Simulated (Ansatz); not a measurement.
**C₃H₁₀FNOSeZr: basis-set convergence**

An exercise on one series of results from a longer session: the logs are not shown, and one member is left open.

The runs use Ansatz 0.2.0, Gaussian basis; one geometry, several basis sets.

Plan: PBE0-D4/def2-SVP; ωB97M-V/def2-SVP; PBE0-D4/def2-QZVPP; ωB97M-V/def2-QZVPP; the functionals' def2-TZVPP values are taken from earlier runs.

## The geometry

An earlier PBE0-D4 in a triple-zeta def2 set relaxation fixed the geometry. Zr takes the def2 core potential; no spin-orbit term is included.

SMILES `C[O][Zr]([F])([SeH])[N](C)C`, 18 atoms, charge 0, spin multiplicity 1.

Atoms are counted from 1 here; the program's logs count them from 0.

Bond lengths: C1–O2 1.392 Å, C1–H9 1.094 Å, C1–H10 1.095 Å, C1–H11 1.094 Å, O2–Zr3 1.903 Å, Zr3–F4 1.924 Å, Zr3–Se5 2.613 Å, Zr3–N6 2.004 Å, Se5–H12 1.473 Å, N6–C7 1.441 Å, N6–C8 1.447 Å, C7–H13 1.092 Å, C7–H14 1.099 Å, C7–H15 1.098 Å, C8–H16 1.096 Å, C8–H17 1.098 Å, C8–H18 1.098 Å. Angles: O2–C1–H9 110.6°, O2–C1–H10 110.1°, O2–C1–H11 110.4°, H9–C1–H10 108.4°, H9–C1–H11 108.7°, H10–C1–H11 108.5°, C1–O2–Zr3 170.8°, O2–Zr3–F4 113.9°, O2–Zr3–Se5 110.6°, O2–Zr3–N6 108.2°, F4–Zr3–Se5 111.1°, F4–Zr3–N6 111.1°, Se5–Zr3–N6 101.2°, Zr3–Se5–H12 91.6°, Zr3–N6–C7 129.9°, Zr3–N6–C8 116.7°, C7–N6–C8 113.4°, N6–C7–H13 110.6° and more.

As a file:

```mol
C3H10FNOSeZr
  3D, bonds by distance, orders not assigned

 18 17  0  0  0  0  0  0  0  0999 V2000
    2.5321   -1.8454   -0.8216 C   0  0
    1.3049   -1.1888   -0.8150 O   0  0
   -0.2798   -0.1664   -1.0687 Zr  0  0
   -1.6825   -1.1164   -1.9816 F   0  0
    0.2647    2.0887   -2.2703 Se  0  0
   -0.8974    0.4846    0.7232 N   0  0
   -0.1900    0.5511    1.9770 C   0  0
   -2.2663    0.9452    0.8110 C   0  0
    2.4848   -2.7432   -1.4455 H   0  0
    2.8043   -2.1446    0.1955 H   0  0
    3.3147   -1.1873   -1.2117 H   0  0
    0.5331    1.3933   -3.5409 H   0  0
    0.8318    0.1840    1.8613 H   0  0
   -0.6847   -0.0554    2.7480 H   0  0
   -0.1387    1.5829    2.3492 H   0  0
   -2.7704    0.8712   -0.1598 H   0  0
   -2.8468    0.3498    1.5282 H   0  0
   -2.3138    1.9967    1.1219 H   0  0
  1  2  8  0
  2  3  8  0
  3  4  8  0
  3  5  8  0
  3  6  8  0
  6  7  8  0
  6  8  8  0
  1  9  8  0
  1 10  8  0
  1 11  8  0
  5 12  8  0
  7 13  8  0
  7 14  8  0
  7 15  8  0
  8 16  8  0
  8 17  8  0
  8 18  8  0
M  END
```

The first run:

Contents of in.yaml:

```yaml
crystal:
  periodic: [false, false, false]
  atoms:
    - {symbol: C, position_ang: [2.532112, -1.845382, -0.821597]}
    - {symbol: O, position_ang: [1.304857, -1.188751, -0.815006]}
    - {symbol: Zr, position_ang: [-0.279845, -0.166390, -1.068658]}
    - {symbol: F, position_ang: [-1.682451, -1.116432, -1.981637]}
    - {symbol: Se, position_ang: [0.264724, 2.088662, -2.270301]}
    - {symbol: N, position_ang: [-0.897370, 0.484626, 0.723155]}
    - {symbol: C, position_ang: [-0.189955, 0.551104, 1.976953]}
    - {symbol: C, position_ang: [-2.266314, 0.945223, 0.810973]}
    - {symbol: H, position_ang: [2.484832, -2.743244, -1.445512]}
    - {symbol: H, position_ang: [2.804261, -2.144647, 0.195453]}
    - {symbol: H, position_ang: [3.314676, -1.187267, -1.211684]}
    - {symbol: H, position_ang: [0.533066, 1.393348, -3.540903]}
    - {symbol: H, position_ang: [0.831812, 0.184002, 1.861284]}
    - {symbol: H, position_ang: [-0.684707, -0.055436, 2.747976]}
    - {symbol: H, position_ang: [-0.138691, 1.582899, 2.349231]}
    - {symbol: H, position_ang: [-2.770447, 0.871156, -0.159834]}
    - {symbol: H, position_ang: [-2.846794, 0.349824, 1.528183]}
    - {symbol: H, position_ang: [-2.313776, 1.996714, 1.121935]}
basis:
  gaussian: {orbitals: def2-SVP}
hamiltonian: {xc: pbe0, dispersion: d4}
output: {orbitals: {seedname: orbitals}}
```

Among the steps run: PBE0-D4 in def2-SVP; ωB97M-V in def2-SVP; PBE0-D4 in def2-QZVPP; ωB97M-V in def2-QZVPP.

One of the session's tables, all rows but one given; the rest of the session is left out.

It belongs to the step «Density functionals: the series». 

| functional | basis | HOMO (eV) |
| --- | --- | --- |
| PBE0-D4 | def2-SVP | -6.57 |
| PBE0-D4 | def2-TZVPP | -6.68 |
| PBE0-D4 | def2-QZVPP | -6.70 |
| ωB97M-V | def2-SVP | -8.69 |
| ωB97M-V | def2-TZVPP | -8.82 |
| ωB97M-V | def2-QZVPP | ? |

**Question.** Estimate the row for ωB97M-V, def2-QZVPP.

As computed: HOMO (eV): -8.83. In the column «HOMO (eV)» it is the lowest.
